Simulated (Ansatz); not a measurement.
# HfAlB4: the cost of one run

Program: Ansatz 0.2.0. Level of theory: DFT PBE, scalar-relativistic, plane waves, PAW, unless a step names another level. These are calculated values, not measurements.

1 further run of the same task is left out (set aside as unsound or not needed).

**1. The structure to begin with**

Symmetry: P6/mmm, No. 191, hexagonal system. Conventional cell: a = 3.052 Å, b = 3.052 Å, c = 6.923 Å, α = 90.00°, β = 90.00°, γ = 120.00°. Around Hf (site symmetry 6/mmm) lie 12 B at 2.54 Å. Al (site symmetry 6/mmm) is surrounded by 12 B at 2.40 Å. B (site symmetry 3m) is surrounded by 3 B at 1.76 Å and 3 Al at 2.40 Å and 3 Hf at 2.54 Å.

Structure file:

```xyz
6
Lattice="3.0518 0.0000 0.0000 -1.5259 2.6429 0.0000 0.0000 0.0000 6.9231" Properties=species:S:1:pos:R:3 pbc="T T T"
Hf    0.0000    0.0000    0.0000
Al    0.0000    0.0000    3.4615
B     0.0000    1.7619    1.8320
B     0.0000    1.7619    5.0910
B     1.5259    0.8810    1.8320
B     1.5259    0.8810    5.0910
```

It is the end of an earlier relaxation with the same method, from a generated guess; it is a trial structure. At a tolerance of 0.05 Å it has space group P6/mmm (No. 191); it has 9.31 Å³/atom, an uncorrected energy of -0.44 eV/atom over the elements and, on its mesh, gap none (metal).

**2. Elastic constants, atoms relaxed**

input.yaml reads:

```yaml
crystal:
  lattice:
    - [3.0536317065, -2.89e-08, 0.0]
    - [-1.5268158282, 2.6445226461, 0.0]
    - [0.0, 0.0, 6.9162228969]
  atoms:
    - { symbol: Hf, position: [0.0, 0.0, 0.0] }
    - { symbol: Al, position: [0.0, 0.0, 0.5] }
    - { symbol: B, position: [0.3333333333, 0.6666666667, 0.2645214193] }
    - { symbol: B, position: [0.3333333333, 0.6666666667, 0.7354785807] }
    - { symbol: B, position: [0.6666666667, 0.3333333333, 0.2645214193] }
    - { symbol: B, position: [0.6666666667, 0.3333333333, 0.7354785807] }
basis:
  ecutwfc: 420
kpoints:
  mp_grid: { grid: [12, 12, 6] }
hamiltonian:
  xc: pbe
scf:
  occupations: { method: fermi_dirac, width: 0.15 }
output:
  forces: true
  stress: true
  eigenvalues: true
elastic:
  mode: relaxed_ion
  amplitude: 0.005
  stencil: two_point
```

On the command line:

```bash
ansatz run input.yaml --threads 4 --pin off --max-ram 8192MiB --backend cpu --events-out ev --progress --plain --runs-dir out
```

**Question.** How long does this run take on 4 threads of Arm Neoverse V2, shared host, and how much memory does it need?

About 2.5 min, with a peak of 0.82 GiB.
